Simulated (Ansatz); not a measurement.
## Zn₃Cu, space group Cmmm: a comparison of norm-conserving and PAW potentials, step by step

With Ansatz 0.2.0, Python API.

Notebook, run cell by cell (the value of a cell's last expression is shown):

**Cell 1**
```python
import ansatz as az
import numpy as np
from tabulate import tabulate

FUNCTIONAL = 'pbesol'
KMESH = (9, 9, 3)
OCCUPATIONS = 'fermi_dirac'
```

**Cell 2**
```python
def count_gap(report):
    # lowest empty less highest filled band, counting bands; zero where they overlap
    return max(report.get('gap_by_band_count_ev') or 0.0, 0.0)
```

**Cell 3**
```python
lattice = az.Lattice.of(
    (1.51501, -2.16659, 0.0),
    (1.51501, 2.16659, 0.0),
    (0.0, 0.0, 8.54104),
)
sites = [
    ('Zn', (0.5, 0.5, 0.76368)),
    ('Zn', (0.0, 0.0, 0.5)),
    ('Zn', (0.5, 0.5, 0.23632)),
    ('Cu', (0.0, 0.0, 0.0)),
]
xtal = az.Crystal(lattice=lattice)
for symbol, position in sites:
    xtal = xtal.atom(symbol, position)

job = (
    xtal.calculation()
    .functional(FUNCTIONAL)
    .kpoints(*KMESH)
    .occupations(OCCUPATIONS)
    .stress()
    .forces()
    .band_table()
)
variants = {
    'PAW': job.pseudopotentials('paw'),
    'norm-conserving': job.pseudopotentials('nc'),
}
# totals differ by the cores that each treatment holds, so compare what does not depend on them
rows = []
for label, variant in variants.items():
    r = variant.run(threads=1, pin='off').report
    levels = np.array(r['eigenvalues_ev'][0]) - r['fermi_energy_ev']
    print(label, 'levels at the first k-point near E_F:', np.round(levels[np.abs(levels) < 5], 3))
    rows.append((label, r['n_electrons'], np.trace(r['stress_gpa']) / 3, float(np.abs(r['forces_ev_ang']).max()), count_gap(r)))
print(tabulate(rows, headers=['treatment', 'electrons in bands', 'P GPa', 'max force component eV/A', 'gap by band count eV'], floatfmt='.4f', tablefmt='github'))
```
Output:
```text
DeckWarning: basis.ecutwfc = 420 eV, auto-derived from the records' recommended cutoffs: set by Zn (normal level)
PAW levels at the first k-point near E_F: [-3.951 -3.599 -2.785 -2.694 -2.59  -2.425  0.243]
DeckWarning: basis.ecutwfc = 1251.723767 eV, auto-derived from the records' recommended cutoffs: set by Cu (normal level)
norm-conserving levels at the first k-point near E_F: [-3.928 -3.578 -2.754 -2.658 -2.548 -2.434  0.241]
| treatment       |   electrons in bands |   P GPa |   max force component eV/A |   gap by band count eV |
|-----------------|----------------------|---------|----------------------------|------------------------|
| PAW             |              55.0000 | -5.9032 |                     0.0671 |                 0.0000 |
| norm-conserving |              79.0000 | -6.0875 |                     0.0692 |                 0.0000 |
```

PAW gives -5.903 GPa and norm-conserving -6.087 GPa, 0.18 GPa apart. They took 5.9 and 29.1 s of processor time.

Notes:
- The computed bands are complete only to about 3.3 eV above the Fermi level.
- For a metal this k-point mesh is coarse: on a finer one energies can move by several to tens of meV an atom and pressures by half a GPa or more, differences at one mesh by less.
- A gap by band count of zero or less means overlapping bands, a metal, and at an odd count of electrons it is no gap at all.
- At these settings the cell as given stands under about -6 GPa, so it isn't at this functional's equilibrium volume.
- The structure comes from a database of computed cells and needn't be a stable or known phase.
- Levels are Kohn-Sham eigenvalues on this mesh.
- Warnings are shown shortened and without file and line.
- Stress is positive in compression.
- Run time: 36 s on 1 thread of Arm Neoverse V2, on a shared host, peak memory 0.72 GiB.
